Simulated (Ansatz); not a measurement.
# B₂BrFH₄Si: basis-set convergence

An exercise on one series of results from a longer session: the logs are not shown, and one member is left open.

Program: Ansatz 0.2.0, Gaussian basis. Level of theory: one geometry, several basis sets. These are calculated values, not measurements.

Levels to be run: PBE0-D4/def2-SVP; ωB97M-V/def2-SVP; PBE0-D4/def2-QZVPP; ωB97M-V/def2-QZVPP; the functionals' def2-TZVPP values are taken from earlier runs.

**Structure used throughout**

The geometry comes from an earlier relaxation with PBE0-D4 in a triple-zeta def2 set; it is a stationary point, not always the lowest conformer.

9 atoms, charge 0, spin multiplicity 1.

Atoms are counted from 1 here; the program's logs count them from 0.

Bond lengths: F1–B2 1.326 Å, B2–B3 1.684 Å, B2–H6 1.205 Å, B3–Si4 2.016 Å, B3–Br5 1.913 Å, Si4–H7 1.489 Å, Si4–H8 1.486 Å, Si4–H9 1.492 Å. Angles: F1–B2–B3 121.0°, F1–B2–H6 116.4°, B3–B2–H6 122.6°, B2–B3–Si4 127.3°, B2–B3–Br5 114.3°, Si4–B3–Br5 118.3°, B3–Si4–H7 111.1°, B3–Si4–H8 112.3°, B3–Si4–H9 107.0°, H7–Si4–H8 109.6°, H7–Si4–H9 107.8°, H8–Si4–H9 109.0°.

Set-up of the first run:

File in.yaml:

```yaml
crystal:
  periodic: [false, false, false]
  atoms:
    - {symbol: F, position_ang: [2.552143, -0.877114, -0.504109]}
    - {symbol: B, position_ang: [1.830571, 0.127747, -0.027448]}
    - {symbol: B, position_ang: [0.232395, 0.352215, -0.509279]}
    - {symbol: Si, position_ang: [-1.423698, -0.385708, 0.372552]}
    - {symbol: Br, position_ang: [0.017263, 1.541610, -1.991920]}
    - {symbol: H, position_ang: [2.382043, 0.860014, 0.754468]}
    - {symbol: H, position_ang: [-1.212514, -1.790785, 0.816768]}
    - {symbol: H, position_ang: [-2.613447, -0.317355, -0.515048]}
    - {symbol: H, position_ang: [-1.676256, 0.443075, 1.586814]}
basis:
  gaussian: {orbitals: def2-SVP}
hamiltonian: {xc: pbe0, dispersion: d4}
output: {orbitals: {seedname: orbitals}}
```

Among the steps run: PBE0-D4 in def2-SVP; ωB97M-V in def2-SVP; PBE0-D4 in def2-QZVPP; ωB97M-V in def2-QZVPP.

One of the session's tables, all rows but one given; the rest of the session is left out.

It belongs to the step «Functionals by basis». 

| functional | basis | HOMO (eV) | LUMO (eV) |
| --- | --- | --- | --- |
| PBE0-D4 | def2-SVP | -7.45 | -2.53 |
| PBE0-D4 | def2-TZVPP | ? | ? |
| PBE0-D4 | def2-QZVPP | -7.53 | -2.63 |
| ωB97M-V | def2-SVP | -9.56 | -0.49 |
| ωB97M-V | def2-TZVPP | -9.65 | -0.62 |
| ωB97M-V | def2-QZVPP | -9.67 | -0.65 |

Q: Estimate the row for PBE0-D4, def2-TZVPP from the others.

**Answer.** HOMO (eV): -7.51; LUMO (eV): -2.61. In the column «HOMO (eV)» it lies between PBE0-D4, def2-QZVPP (-7.53) and PBE0-D4, def2-SVP (-7.45).
